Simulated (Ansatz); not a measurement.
# MoSe (P1) in Ansatz: convergence with wavefunction cutoff

Aim: find how far wavefunction cutoff must go before the results for MoSe settle, at PBEsol+U. This setting moves, with any that are tied to it; all else stays.

Program: Ansatz 0.2.0. These are calculated values, not measurements. Logs are shortened: lines on timing, memory, paths and dates and some standing lists are left out, and cuts for length are marked.

**1. The cell of the first run**

The typed cell holds 2 atoms: a = 4.091 Å, b = 4.091 Å, c = 4.091 Å, α = 60.00°, β = 60.00°, γ = 60.00°.

The cell was built by a generator and needn't be a form met in nature.

The cell isn't the ideal one: atoms moved at random, drawn with an rms of 0.05 Å.

**2. With wavefunction cutoff 400 eV**

Input file input.yaml:

```yaml
crystal:
  lattice:
    - [0.0, 2.89287951, 2.89287951]
    - [2.89287951, 0.0, 2.89287951]
    - [2.89287951, 2.89287951, 0.0]
  atoms:
    - { symbol: Mo, position: [-0.003463, -0.009093, 0.015128] }
    - { symbol: Se, position: [0.498149, 0.495166, 0.502695] }
hamiltonian:
  xc: pbesol
  pseudopotentials: { kind: paw, source: jth, xc_functional: pbe }
  hubbard: { sites: [{ species: Mo, l: d, u_eff: 5.3 }] }
kpoints:
  mp_grid: { grid: [6, 6, 6] }
scf:
  occupations: { method: fermi_dirac, width: 0.1 }
output:
  forces: true
  stress: true
  eigenvalues: true
basis:
  ecutwfc: "400 eV"
```

Potentials or basis: JTH PAW.

On the command line:

```console
$ ansatz run input.yaml --threads 2 --pin off --max-ram 5632MiB --backend cpu --events-out ev --progress --plain --runs-dir out
```

Output:

```text
Warning: basis.ecutwfc = 400 eV is below the records' recommended 1800 eV, and the density's cutoff is lower with it unless basis.ecutrho_ratio is high enough to keep the records' density cutoff: compare with a run at a higher cutoff
Warning: the checks of this Mo dataset prove no rule for summing its radial tables, as where they were carried onto another mesh than they were made on, and Gregory's rule is taken, under which a leading mesh point left out moves its sums only by what lay on the interval it spanned. That does not make them correct, and they differ from Quantum ESPRESSO's on this file; a re-export a fraction of a mesh step off can move them. hamiltonian.pseudopotentials.radial_quadrature: simpson_from_first_knot sums it by `pw.x`'s rule; on a PAW file no value gives `pw.x`'s numbers. What more to know: hamiltonian.pseudopotentials.radial_quadrature, in the input reference
Warning: the checks of this Se dataset prove no rule for summing its radial tables, as where they were carried onto another mesh than they were made on, and Gregory's rule is taken, under which a leading mesh point left out moves its sums only by what lay on the interval it spanned. That does not make them correct, and they differ from Quantum ESPRESSO's on this file; a re-export a fraction of a mesh step off can move them. hamiltonian.pseudopotentials.radial_quadrature: simpson_from_first_knot sums it by `pw.x`'s rule; on a PAW file no value gives `pw.x`'s numbers. What more to know: hamiltonian.pseudopotentials.radial_quadrature, in the input reference
Warning: RAYON_NUM_THREADS=2 ignored (pool sized by the plan → 2); use --threads N
Mo: projections on atomic orbitals take those of the free atom [Ar 3d10] 4s2 4p6 4d5 5s1, of charge +0.00 (hamiltonian.pseudopotentials.projection_atoms); the dataset's partial waves leave at most 4.7e-7 of an orbital's norm unspanned inside its sphere
Se: projections on atomic orbitals take those of the free atom [Ar 3d10] 4s2 4p4, of charge +0.00 (hamiltonian.pseudopotentials.projection_atoms); the dataset's partial waves leave at most 6.4e-8 of an orbital's norm unspanned inside its sphere
Engine: ansatz 0.2.0, aarch64-unknown-linux-gnu
Pseudopotentials: kind: paw
Pseudopotential: Mo, paw, valence charge 14, recommended cutoff 1800 eV (normal), Mo.paw.azcp
Pseudopotential: Se, paw, valence charge 6, recommended cutoff 270 eV (normal), Se.paw.azcp
Functional definition: PBEsol
  exchange = pbesol_x
  correlation = pbesol_c
Crystal: 2 atoms, lattice volume = 48.420 Å³
Basis set: ecut = 400 eV, 893 PW (Γ), exchange–correlation on 72×72×72 points (8 copies of the dense FFT grid, shifted against one another)
Bands: 14, of which v1, the nominal top of the filled ones, is band 10 counted from 1 (9 counted from 0)
Symmetry: 1 space group operations
Space group: P1 (ITA 1), of the structure as read, at distance tolerance 3.6e-5 Å
k-points: 112 of 216 (time reversal used)
Non-local potential: Mo, projectors of the file, l = 0: 2, l = 1: 2, l = 2: 2
Non-local potential: Se, projectors of the file, l = 0: 2, l = 1: 2
PAW form: soft (Blöchl's): semilocal exchange-correlation on the pseudo side does not see the compensation charge
PAW frozen core: Mo, regenerated for the run's functional, and the local potential with it (the file was generated under x = pbe(κ = 0.804, μ = 0.2195149727645171), c = pbe(β = 0.06672455060314922))
PAW one-centre angular grid: Mo, 590 points (default); XC on 64 Gauss nodes
PAW one-centre angular grid: Se, 110 points (default); XC on 106 of its mesh's 908 points in the sphere
Initial density: superposition of atomic densities (chi_scale 0.1, normalization cell, long waves kept (reshape's long-wave potential 0.00 eV rms))
Initial wavefunctions: pseudopotential atomic-orbital guess
Functional: x = pbesol(κ = 0.804, μ = 0.12345679012345678), c = pbesol(β = 0.046)
SCF iter   1: F=—  HF=-7415.168896 eV  |F-HF|=—  |Δ(HF+E_count)|=         —  Δρ=4.40e-2  dr2=1.54e0  ethr=3.10e-3  ⟨swp⟩=7.7  Hψ=23805  notcnv=0  defer=9
automatic band count: the SCF goes on with 18 bands, as 14 were too few: the levels above may hold too much charge
preconditioner: auto → Kerker (q_TF=auto, 2.354 Å⁻¹)  [metal: Δε(μ)=0.074 eV  Ē_g=9.443 eV  σ=0.100 eV  W_gap=0.18  n_scr=14 (ndim 8)  ℏωp=18.5 eV  f_vac=0.000  D(μ)=4.59/eV (n_scr^D=58)]
[... 155 lines left out ...]
SCF iter  21: F=—  HF=-7417.522177 eV  |F-HF|=—  |Δ(HF+E_count)|=   2.09e-5  Δρ=1.10e-4  dr2=3.87e-6  ethr=2.19e-8  ⟨swp⟩=2.0  Hψ=3021  notcnv=0  defer=1
SCF iter  22: F=—  HF=-7417.522186 eV  |F-HF|=—  |Δ(HF+E_count)|=   9.17e-6  Δρ=5.06e-5  dr2=6.51e-7  ethr=1.94e-8  ⟨swp⟩=2.0  Hψ=3033  notcnv=0  defer=1
SCF iter  23: F=—  HF=-7417.522186 eV  |F-HF|=—  |Δ(HF+E_count)|=   2.86e-7  Δρ=4.94e-5  dr2=5.39e-7  ethr=3.26e-9  ⟨swp⟩=2.0  Hψ=3030  notcnv=0  defer=1
SCF iter  24: F=—  HF=-7417.522187 eV  |F-HF|=—  |Δ(HF+E_count)|=   1.22e-6  Δρ=4.19e-5  dr2=3.27e-7  ethr=2.70e-9  ⟨swp⟩=3.0  Hψ=3914  notcnv=0  defer=1
SCF iter  25: F=—  HF=-7417.522185 eV  |F-HF|=—  |Δ(HF+E_count)|=   1.49e-6  Δρ=6.10e-5  dr2=7.41e-7  ethr=1.64e-9  ⟨swp⟩=3.7  Hψ=3935  notcnv=0  defer=1
SCF iter  26: F=—  HF=-7417.522189 eV  |F-HF|=—  |Δ(HF+E_count)|=   3.40e-6  Δρ=3.71e-5  dr2=3.53e-7  ethr=1.64e-9  ⟨swp⟩=2.0  Hψ=3034  notcnv=0  defer=1
SCF iter  27: F=-7417.522190 eV  HF=-7417.522190 eV  |F-HF|=3.03e-8  |Δ(HF+E_count)|=   1.16e-6  Δρ=9.95e-6  dr2=6.44e-8  ethr=5.00e-10  ⟨swp⟩=7.0  Hψ=8980  notcnv=0
SCF 4 converged in 27 iterations: F = -7417.522190 eV  dr2 = 6.44e-8
The result is that of the SCF that stage 3 started: 1.6 eV lower in free energy than the state whose close was followed first; 84 iterations were spent on what was left
SCF converged after 27 iterations
Free energy (F): -7417.522190 eV
Harris-Foulkes:  -7417.522190 eV  (|F-HF|=3.03e-8)
Internal energy: -7417.522149 eV  (E = F + TS)
E sigma→0 (E₀):  -7417.522170 eV
Entropy (-TS):   -0.000041 eV (-0.020 meV/atom)
Fermi energy:    9.402057 eV
--- Per-component energies (eV) ---
  E_band       = -203.693553
  E_kinetic    = 351.748506
  E_local      = -1478.811242  (includes V_loc(G=0)·N_el)
  E_nonlocal   = 456.621358
  E_hartree    = 491.923991
  E_xc         = -269.390171
  E_vxc        = -227.549932  (∫ρ·V_xc dr)
  E_hubbard    = 2.097434  (on-site DFT+U / exact-exchange correction)
  E_vhub       = -8.675961  (the Hubbard potential's part of the band-sum identity)
  E_paw        = -5420.539258  (= ΣΔE_a)
  E_vpaw       = -280.876397  (= ΣTr[D̂ρ^β])
  E_aug_tail   = 0.000083  (compensation charges beyond the density's cutoff)
  E_ewald      = -1551.381667
  E_core_change = 0.208818  (= ΣΔE_core)
  E_smearing   = -0.000041  (= −TS)
  E_closure    = 0.000000  (closes the sum)
  Σ components = -7417.522190   (vs F -7417.522190, Δ=0.00e0)
--- Forces (eV/Å), atoms counted from 1 ---
  atom   1  Mo     0.02345316     0.01109098    -0.03391234
  atom   2  Se    -0.02344880    -0.01116939     0.03388643
  max |Σ_I F_I| component: 7.84e-5 eV/Å
--- Stress (GPa, compression-positive) ---
      -10.872870      -0.744036       0.744552
       -0.744020     -10.833398       0.743159
        0.744529       0.743157     -10.900668
  P = ⅓ Tr σ = -10.8690 GPa (-108.690 kbar)
--- Band table (eV; the first three rows and the last of 112) ---
  k-point 0: bands = ["-51.9196", "-26.3895", "-25.7557", "-25.7543", "-4.1688", "5.9133", "5.9149", "7.9626", "7.9650", "7.9708", "10.1548", "10.1589", "10.4169", "10.5658", "17.9685", "19.6980", "19.8860", "19.8895"]
  k-point 1: bands = ["-51.9194", "-26.3957", "-25.7566", "-25.7551", "-3.9907", "6.1058", "6.1071", "6.5031", "7.3927", "7.3968", "10.5395", "11.0736", "11.0756", "12.1430", "17.0440", "18.6787", "18.6807", "19.4740"]
  k-point 2: bands = ["-51.9177", "-26.4084", "-25.7583", "-25.7568", "-3.5903", "4.8310", "6.3695", "6.3708", "6.9206", "6.9220", "10.9382", "12.5791", "12.5804", "12.9925", "16.5411", "16.5424", "16.6241", "20.3548"]
  k-point 111: bands = ["-51.9207", "-26.3952", "-25.7800", "-25.7575", "-3.3517", "3.2838", "5.2233", "6.3615", "7.9030", "8.2927", "11.4926", "12.2122", "13.2681", "13.4342", "15.3715", "15.5084", "17.7151", "21.3502"]
Occupation matrices written to <dir>
```

It took 60 s on 2 threads of Arm Neoverse V2, shared host; peak memory 0.44 GiB.

What came out:

| Property | Result |
| --- | --- |
| Free energy | -7417.5222 eV |
| Pressure | -10.9 GPa |
| Largest force | 0.043 eV/Å |
| Band gap on the k mesh | 1.66 eV, indirect (least direct gap 2.02 eV) |

**3. With wavefunction cutoff 500 eV**

input.yaml, as its differences from that of step 2:

```diff
@@ -21,2 +21,2 @@
 basis:
-  ecutwfc: "400 eV"
+  ecutwfc: "500 eV"
```

Potentials or basis: JTH PAW.

On the command line:

```console
$ ansatz run input.yaml --threads 2 --pin off --max-ram 5632MiB --backend cpu --events-out ev --progress --plain --runs-dir out
```

Run time: 99 s. Hardware: 2 threads of Arm Neoverse V2, shared host; peak memory 0.63 GiB.

What came out:

- Free energy: -7417.5246 eV
- Pressure: -10.9 GPa
- Largest force: 0.043 eV/Å
- Band gap on the k mesh: 1.66 eV, indirect (least direct gap 2.02 eV)

**4. With wavefunction cutoff 600 eV**

input.yaml, as its differences from that of step 3:

```diff
@@ -21,2 +21,2 @@
 basis:
-  ecutwfc: "500 eV"
+  ecutwfc: "600 eV"
```

On the command line:

```console
$ ansatz run input.yaml --threads 2 --pin off --max-ram 5632MiB --backend cpu --events-out ev --progress --plain --runs-dir out
```

Run time: 1.9 min. Hardware: 2 threads of Arm Neoverse V2, shared host; peak memory 0.59 GiB.

Results:

```yaml
Free_energy: -7417.5234 eV
Pressure: -10.9 GPa
Largest_force: 0.067 eV/Å
Band_gap_on_the_k_mesh: 1.65 eV, indirect (least direct gap 2.02 eV)
```

**5. With wavefunction cutoff 700 eV**

input.yaml, as its differences from that of step 4:

```diff
@@ -21,2 +21,2 @@
 basis:
-  ecutwfc: "600 eV"
+  ecutwfc: "700 eV"
```

On the command line:

```console
$ ansatz run input.yaml --threads 2 --pin off --max-ram 5632MiB --backend cpu --events-out ev --progress --plain --runs-dir out
```

Wall time 66 s (2 threads of Arm Neoverse V2, shared host); peak memory 0.65 GiB.

Results:

```yaml
Free_energy: -7417.5280 eV
Pressure: -10.9 GPa
Largest_force: 0.061 eV/Å
Band_gap_on_the_k_mesh: 1.65 eV, indirect (least direct gap 2.01 eV)
```

**6. With wavefunction cutoff 850 eV**

input.yaml, as its differences from that of step 5:

```diff
@@ -21,2 +21,2 @@
 basis:
-  ecutwfc: "700 eV"
+  ecutwfc: "850 eV"
```

Potentials or basis: JTH PAW.

On the command line:

```console
$ ansatz run input.yaml --threads 2 --pin off --max-ram 5632MiB --backend cpu --events-out ev --progress --plain --runs-dir out
```

Wall time 2.8 min (2 threads of Arm Neoverse V2, shared host); peak memory 0.76 GiB.

Results (log left out):

| Item | Value |
| --- | --- |
| Free energy | -7417.5320 eV |
| Pressure | -10.9 GPa |
| Largest force | 0.065 eV/Å |
| Band gap on the k mesh | 1.65 eV, indirect (least direct gap 2.02 eV) |

**7. With wavefunction cutoff 1000 eV**

input.yaml, as its differences from that of step 6:

```diff
@@ -21,2 +21,2 @@
 basis:
-  ecutwfc: "850 eV"
+  ecutwfc: "1000 eV"
```

On the command line:

```console
$ ansatz run input.yaml --threads 2 --pin off --max-ram 5632MiB --backend cpu --events-out ev --progress --plain --runs-dir out
```

It took 3.2 min on 2 threads of Arm Neoverse V2, shared host; peak memory 0.91 GiB.

It converged, with:

```
Free energy            : -7417.5340 eV
Pressure               : -10.9 GPa
Largest force          : 0.062 eV/Å
Band gap on the k mesh : 1.65 eV, indirect (least direct gap 2.01 eV)
```

**8. With wavefunction cutoff 1200 eV**

input.yaml, as its differences from that of step 7:

```diff
@@ -21,2 +21,2 @@
 basis:
-  ecutwfc: "1000 eV"
+  ecutwfc: "1200 eV"
```

On the command line:

```console
$ ansatz run input.yaml --threads 2 --pin off --max-ram 5632MiB --backend cpu --events-out ev --progress --plain --runs-dir out
```

Wall time 3.9 min (2 threads of Arm Neoverse V2, shared host); peak memory 1.1 GiB.

It converged, with:

| Property | Result |
| --- | --- |
| Free energy | -7417.5365 eV |
| Pressure | -10.9 GPa |
| Largest force | 0.062 eV/Å |
| Band gap on the k mesh | 1.65 eV, indirect (least direct gap 2.01 eV) |

**9. With wavefunction cutoff 1400 eV**

input.yaml, as its differences from that of step 8:

```diff
@@ -21,2 +21,2 @@
 basis:
-  ecutwfc: "1200 eV"
+  ecutwfc: "1400 eV"
```

Potentials or basis: JTH PAW.

On the command line:

```console
$ ansatz run input.yaml --threads 2 --pin off --max-ram 5632MiB --backend cpu --events-out ev --progress --plain --runs-dir out
```

Wall time 4.8 min (2 threads of Arm Neoverse V2, shared host); peak memory 1.2 GiB.

Results (log left out):

```
Free energy            : -7417.5388 eV
Pressure               : -10.9 GPa
Largest force          : 0.043 eV/Å
Band gap on the k mesh : 1.66 eV, indirect (least direct gap 2.02 eV)
```

**10. Summary**

```csv
wavefunction cutoff,"energy less the tightest run, at zero smearing (meV/atom)",largest force (eV/Å),gap on the mesh (eV),SCF cycles,CPU time (s),peak memory (GiB)
400 eV,8.32,0.043,1.658,111,120,0.44
500 eV,7.10,0.043,1.658,122,200,0.63
600 eV,7.70,0.067,1.649,121,220,0.59
700 eV,5.39,0.061,1.651,47,130,0.65
850 eV,3.40,0.065,1.649,122,340,0.76
1000 eV,2.42,0.062,1.650,108,380,0.91
1200 eV,1.18,0.062,1.650,119,460,1.1
1400 eV,0.00,0.043,1.658,79,570,1.2
```

Against the tightest run, the gap on the mesh stays within 0.01 eV from 400 eV on. Not settled before the last step: the energy (to 1 meV/atom), the largest force (to 0.005 eV/Å). The tightest run that finished is the yardstick and may itself not be fully converged.

Caveats: the cutoff lies under the one recommended for these potentials.
